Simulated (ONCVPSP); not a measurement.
# An ONCV potential for cobalt, from input to tests

Do these settings give a usable potential? It is generated, then checked for transferability, scattering, ghosts and hardness.

Program: ONCVPSP 4.0.1. Reference atom: PBE, scalar-relativistic, spherical and spin-unpolarised. All values are calculated.

## Step 1: The design

The settings as typed:

| Item | Value |
| --- | --- |
| element | cobalt (Co, Z = 27) |
| type | optimised norm-conserving Vanderbilt (ONCV) |
| frozen core | [Ar] |
| valence charge | 9 |
| reference configuration | 3d7 4s0.5 (charge +1.5) |
| partial waves | 4s: rc 1.95 bohr, ncon 4, nbas 8, qcut 3 1/bohr, 1 projector; p scattering state at 0.25 Ha: rc 1.75 bohr, ncon 5, nbas 10, qcut 4 1/bohr, 2 projectors, debl 1.4 Ha; 3d: rc 1.55 bohr, ncon 4, nbas 9, qcut 11 1/bohr, 1 projector |
| local potential | polynomial inside 1.25 bohr (lpopt 5, dvloc0 3 Ha) |
| core correction | polynomial model core, fcfact 0.65 |

An earlier all-electron run gives the scale for the radii.

All-electron outer shells of the reference configuration (PBE, scalar-relativistic, ld1.x):

```csv
shell,level (eV),outermost node (bohr),outermost maximum (bohr)
3p,-79.44,0.28,0.68
3d,-21.86,–,0.66
4s,-16.75,0.95,2.15
4p,-10.99,1.04,2.63
```

## Step 2: Generating the potential

Contents of Co.dat:

```
# ATOM AND REFERENCE CONFIGURATION
# atsym  z   nc   nv     iexc    psfile
  Co 27.00    5    2        4      upf
#
#   n    l    f
    1    0    2.00
    2    0    2.00
    2    1    6.00
    3    0    2.00
    3    1    6.00
    3    2    7.00
    4    0    0.50
#
# PSEUDOPOTENTIAL AND OPTIMIZATION
# lmax
    2
#
#   l,   rc,      ep,       ncon, nbas, qcut
    0    1.95    0.00    4    8    3.00
    1    1.75    0.25    5   10    4.00
    2    1.55    0.00    4    9   11.00
#
# LOCAL POTENTIAL
# lloc, lpopt,  rc(5),   dvloc0
    4    5    1.25    3.00
#
# VANDERBILT-KLEINMAN-BYLANDER PROJECTORs
# l, nproj, debl
    0    1    1.60
    1    2    1.40
    2    1    0.30
#
# MODEL CORE CHARGE
# icmod, fcfact, rcfact
    1    0.65    0.00
#
# LOG DERIVATIVE ANALYSIS
# epsh1, epsh2, depsh
   -2.00    5.00    0.02
#
# OUTPUT GRID
# rlmax, drl
    6.00    0.01
#
# TEST CONFIGURATIONS
# ncnf
    4
# nvcnf
#   n    l    f
    2
    3    2    7.00
    4    0    2.00
#
    2
    3    2    7.00
    4    0    1.00
#
    2
    3    2    7.00
    4    0    0.00
#
    2
    3    2    8.00
    4    0    0.00
#
```

On the command line:

```bash
$ oncvpsp.x < Co.dat > Co.out
```

What does the calculation give? Wanted: cutoffs for 1 and 0.1 mHa per electron, occupied waves; bound ghosts; GHOST(+) flags; largest test error; largest phase difference near zero energy, channels read; rms error of d²Exc/dn², without and with the model core; projector energies reset by the program.

The runs gave:

| quantity | value |
| --- | --- |
| cutoffs for 1 and 0.1 mHa per electron, occupied waves | 45 Ha and 51 Ha |
| bound ghosts | p at -61.10 eV |
| GHOST(+) flags | s at -13 eV |
| largest test error (AE − PS) | -4.4 meV, for 3d7 4s0 (2 tests unsolved) |
| largest phase difference near zero energy, channels read | 0.038 rad |
| rms error of d²Exc/dn², without and with the model core | 10.41 and 2.12 mHa |
| projector energies reset by the program | p: 0.050, 1.450 Ha |

In words: A bound ghost (p) makes it unfit for use: electrons can fall into a state that the atom doesn't have. By total energies transferability is very good where solved: the largest error is 4.4 meV on 9.4 eV, for 3d7 4s0. Atomic tests can pass in spite of a ghost, since they solve only for the levels asked. Of the tests 2 gave no usable energy difference, which is a warning in itself. By its cutoff, 45 Ha for the looser tolerance, it is hard. At the looser tolerance the 3d wave is the slowest; 4s needs 6 Ha. That counts occupied waves only; other projectors can need more. Near zero energy the largest phase difference among the channels read is 0.04 rad, in the s channel. The program also flags highly localised states, GHOST(+) (s). These are tests on the free atom; a crystal test is still owed.
